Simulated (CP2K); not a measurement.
# SiF (Pm-3m) in CP2K: further runs, part 2 of 2

CP2K 2026.2.

### 4 Relaxation of cell and atoms, PBE, target pressure 30 GPa, at which the enthalpy is minimised

Contents of sif_vcrelax.inp:

```
&GLOBAL
  PROJECT sif_vcrelax
  RUN_TYPE CELL_OPT
  PRINT_LEVEL LOW
&END GLOBAL
&FORCE_EVAL
  METHOD QS
  STRESS_TENSOR ANALYTICAL
  &DFT
    BASIS_SET_FILE_NAME BASIS_MOLOPT_UZH
    POTENTIAL_FILE_NAME POTENTIAL_UZH
    &MGRID
      CUTOFF 750
      REL_CUTOFF 60
      NGRIDS 4
    &END MGRID
    &QS
      METHOD GPW
      EPS_DEFAULT 1.0E-9
      EXTRAPOLATION USE_PREV_P
    &END QS
    &KPOINTS
      SCHEME MONKHORST-PACK 7 7 7
      GAMMA_CENTERED T
    &END KPOINTS
    &SCF
      SCF_GUESS ATOMIC
      EPS_SCF 1.0E-6
      MAX_SCF 100
      ADDED_MOS 10
      CHOLESKY OFF
      EPS_EIGVAL 1.0E-7
      &DIAGONALIZATION ON
        ALGORITHM STANDARD
      &END DIAGONALIZATION
      &MIXING ON
        METHOD BROYDEN_MIXING
        ALPHA 0.4
        BETA 1.5
        NBUFFER 8
      &END MIXING
      &SMEAR ON
        METHOD FERMI_DIRAC
        ELECTRONIC_TEMPERATURE 580.23
      &END SMEAR
    &END SCF
    &XC
      &XC_FUNCTIONAL
        &GGA_X_PBE
        &END GGA_X_PBE
        &GGA_C_PBE
        &END GGA_C_PBE
      &END XC_FUNCTIONAL
    &END XC
    &PRINT
      &KPOINTS ON
      &END KPOINTS
      &MULLIKEN ON
        &EACH
          CELL_OPT 0
        &END EACH
        ADD_LAST NUMERIC
      &END MULLIKEN
      &MO ON
        ENERGIES T
        OCCUPATION_NUMBERS T
        &EACH
          QS_SCF 0
          CELL_OPT 0
        &END EACH
        ADD_LAST NUMERIC
      &END MO
    &END PRINT
  &END DFT
  &SUBSYS
    &CELL
      A 3.0286000000 0.0000000000 0.0000000000
      B 0.0000000000 3.0286000000 0.0000000000
      C 0.0000000000 0.0000000000 3.0286000000
      PERIODIC XYZ
    &END CELL
    &COORD
      Si  1.5143000000 1.5143000000 1.5143000000
      F   0.0000000000 0.0000000000 0.0000000000
    &END COORD
    &KIND Si
      BASIS_SET DZVP-MOLOPT-PBE-GTH-q4
      POTENTIAL GTH-PBE-q4
    &END KIND
    &KIND F
      BASIS_SET DZVP-MOLOPT-PBE-GTH-q7
      POTENTIAL GTH-PBE-q7
    &END KIND
    &PRINT
      &ATOMIC_COORDINATES ON
      &END ATOMIC_COORDINATES
      &CELL ON
      &END CELL
    &END PRINT
  &END SUBSYS
  &PRINT
    &FORCES ON
    &END FORCES
    &STRESS_TENSOR ON
    &END STRESS_TENSOR
  &END PRINT
&END FORCE_EVAL
&MOTION
  &CELL_OPT
    OPTIMIZER BFGS
    MAX_ITER 40
    MAX_FORCE [eV*angstrom^-1] 0.02
    RMS_FORCE [eV*angstrom^-1] 0.02
    MAX_DR 1.0E-2
    RMS_DR 1.0E-2
    EXTERNAL_PRESSURE [bar] 300000.0
    PRESSURE_TOLERANCE [bar] 500
    KEEP_SPACE_GROUP T
  &END CELL_OPT
  &PRINT
    &TRAJECTORY ON
    &END TRAJECTORY
    &CELL ON
    &END CELL
    &FORCES ON
    &END FORCES
    &STRESS ON
    &END STRESS
    &RESTART OFF
    &END RESTART
    &RESTART_HISTORY OFF
    &END RESTART_HISTORY
  &END PRINT
&END MOTION
```

Potentials or basis: POTENTIAL_UZH Si GTH-PBE-q4, F GTH-PBE-q7; DZVP-MOLOPT-PBE-GTH basis.

On the command line:

```bash
$ OMP_NUM_THREADS=1 cp2k.psmp -i sif_vcrelax.inp -o sif_vcrelax.out
```

sif_vcrelax.out:

```text

 CP2K| version string:                                       CP2K version 2026.2
 CP2K| Input file name                                           sif_vcrelax.inp

 GLOBAL| Force Environment number                                              1
 GLOBAL| Basis set file name                                    BASIS_MOLOPT_UZH
 GLOBAL| Potential file name                                       POTENTIAL_UZH
 GLOBAL| MM Potential file name                                     MM_POTENTIAL
 GLOBAL| Coordinate file name                                      __STD_INPUT__
 GLOBAL| Method name                                                        CP2K
 GLOBAL| Project name                                                sif_vcrelax
 GLOBAL| Run type                                                       CELL_OPT
 GLOBAL| FFT library                                                       FFTW3
 GLOBAL| Diagonalization library                                       ScaLAPACK
[... 941 lines left out ...]
 CELL| Vector a [angstrom]:       2.799     0.000     0.000   |a| =     2.799177
 CELL| Vector b [angstrom]:       0.000     2.799     0.000   |b| =     2.799177
 CELL| Vector c [angstrom]:       0.000     0.000     2.799   |c| =     2.799177
 CELL| Angle (b,c), alpha [degree]:                                    90.000000
 CELL| Angle (a,c), beta  [degree]:                                    90.000000
 CELL| Angle (a,b), gamma [degree]:                                    90.000000
 CELL| Numerically orthorhombic:                                             YES
 CELL| Periodicity                                                           XYZ
[... 327 lines left out ...]
 MO|      5               0.187128               5.092001               2.000000
 MO|      6               0.323794               8.810872               1.986043
[... 8 lines left out ...]
 MO|     15               1.528476              41.591940               0.000000
 MO|     16               1.577481              42.925445               0.000000
 MO| Sum:                                                              13.597013
 MO| E(Fermi):            0.332904 a.u.          9.058769 eV

 [... the levels of further k-points ...]

 !-----------------------------------------------------------------------------!
                     Mulliken Population Analysis

 #  Atom  Element  Kind  Atomic population                           Net charge
       1     Si       1          3.646013                              0.353987
       2     F        2          7.353987                             -0.353987
 # Total charge                             11.000000                  0.000000

 !-----------------------------------------------------------------------------!

 ENERGY| Total FORCE_EVAL ( QS ) energy [hartree]            -28.099060526580971
```

Wall time 83 s (1 thread of Arm Neoverse V2, shared host); peak memory 0.28 GiB.

Results:

```yaml
Free_energy: -764.6143 eV
Relaxed_volume: 10.97 Å³/atom
Relaxed_cell: a = 2.799 Å, b = 2.799 Å, c = 2.799 Å, α = 90.00°, β = 90.00°, γ = 90.00°
Space_group_after_relaxing_to_0.05_Å: Pm-3m (No. 221)
Energy_change_on_relaxing_the_enthalpy_is_what_falls: +224.9 meV/atom
Ionic_steps: 7
Pressure_after_relaxing: 30.0 GPa
Band_gap_on_the_k_mesh: none (metal or under the smearing width)
Mulliken_charges: Si +0.35; F -0.35 e
```

The path:
```tsv
step	energy change (eV)	largest force (eV/Å)	volume (Å³)
1	0.0000	0.0000	27.78
2	0.0029	0.0770	27.30
3	0.6358	0.0899	21.05
4	0.4003	0.0000	22.21
5	0.4470	0.0000	21.95
6	0.4498	0.0000	21.93
7	0.4498	0.0000	21.93
```

Final structure:
```yaml
crystal:
  lattice:
    - [2.79918, 0.00000, 0.00000]
    - [0.00000, 2.79918, 0.00000]
    - [0.00000, 0.00000, 2.79918]
  atoms:
    - { symbol: Si, position: [0.50000, 0.50000, 0.50000] }
    - { symbol: F, position: [0.00000, 0.00000, 0.00000] }
```

Levels at points of the mesh, in eV from the Fermi level:
```tsv
k point	band 3	band 4	band 5	band 6	band 7	band 8
(0.00, 0.00, 0.00)	-6.53	-6.53	-6.53	6.70	6.70	6.78
```

Caveat: Mulliken charges move with the basis; the volume moved by over 15 % at a fixed basis, so the end points are rough; the basis of atomic orbitals isn't converged, which shifts pressures, moduli and gaps; an odd number of electrons without spin polarisation forces a metal; a magnetic or distorted state may lie lower.

### 5 Relaxation of cell and atoms, PBE, target pressure 5 GPa, at which the enthalpy is minimised

Edit sif_vcrelax.inp of step 4 so:

```diff
@@ -115,3 +115,3 @@
     RMS_DR 1.0E-2
-    EXTERNAL_PRESSURE [bar] 300000.0
+    EXTERNAL_PRESSURE [bar] 50000.0
     PRESSURE_TOLERANCE [bar] 500
```

On the command line:

```bash
$ OMP_NUM_THREADS=1 cp2k.psmp -i sif_vcrelax.inp -o sif_vcrelax.out
```

It took 53 s on 1 thread of Arm Neoverse V2, shared host; peak memory 0.28 GiB.

The run converged. Its results:

| Quantity | Value |
| --- | --- |
| Free energy | -765.0410 eV |
| Relaxed volume | 13.15 Å³/atom |
| Relaxed cell | a = 2.974 Å, b = 2.974 Å, c = 2.974 Å, α = 90.00°, β = 90.00°, γ = 90.00° |
| Space group after relaxing (to 0.05 Å) | Pm-3m (No. 221) |
| Energy change on relaxing (the enthalpy is what falls) | +11.6 meV/atom |
| Ionic steps | 5 |
| Pressure after relaxing | 5.0 GPa |
| Band gap on the k mesh | none (metal or under the smearing width) |
| Mulliken charges | Si +0.45; F -0.45 e |

Step by step:
```csv
step,energy change (eV),largest force (eV/Å),volume (Å³)
1,0.0000,0.0000,27.78
2,0.0002,0.0000,27.70
3,0.0277,0.0763,26.17
4,0.0232,0.0760,26.31
5,0.0232,0.0760,26.31
```

Final structure:
```
Si F
1.0
     2.97421    0.00000    0.00000
     0.00000    2.97421    0.00000
     0.00000    0.00000    2.97421
Si F
1 1
Cartesian
  1.4871 1.4871 1.4871
  0.0000 0.0000 0.0000
```

Levels at points of the mesh, in eV from the Fermi level:
```tsv
k point	band 3	band 4	band 5	band 6	band 7	band 8
(0.00, 0.00, 0.00)	-5.45	-5.45	-5.45	5.55	5.55	5.55
```

Caveat: Mulliken charges move with the basis; the basis of atomic orbitals isn't converged, which shifts pressures, moduli and gaps; an odd number of electrons without spin polarisation forces a metal; a magnetic or distorted state may lie lower.

### 6 Summary

```tsv
cell	target pressure (GPa)	gap on the mesh (eV)	pressure (GPa)
relaxed	0 GPa	none	0.0
relaxed to 10 GPa	10 GPa	none	10.0
relaxed to 30 GPa	30 GPa	none	30.0
relaxed to 5 GPa	5 GPa	none	5.0
```

Alike in all rows: task relaxation of cell and atoms; level PBE; potentials or basis POTENTIAL_UZH Si GTH-PBE-q4, F GTH-PBE-q7; DZVP-MOLOPT-PBE-GTH basis; no spin polarisation; k mesh 7 × 7 × 7; smearing fermi-dirac 0.05 eV.

Caveats: the basis of atomic orbitals isn't converged, which shifts pressures, moduli and gaps; an odd number of electrons without spin polarisation forces a metal; a magnetic or distorted state may lie lower; the volume moved by over 15 % at a fixed basis, so the end points are rough (some runs).

Absolute energies hang on the potentials; compare differences alone.
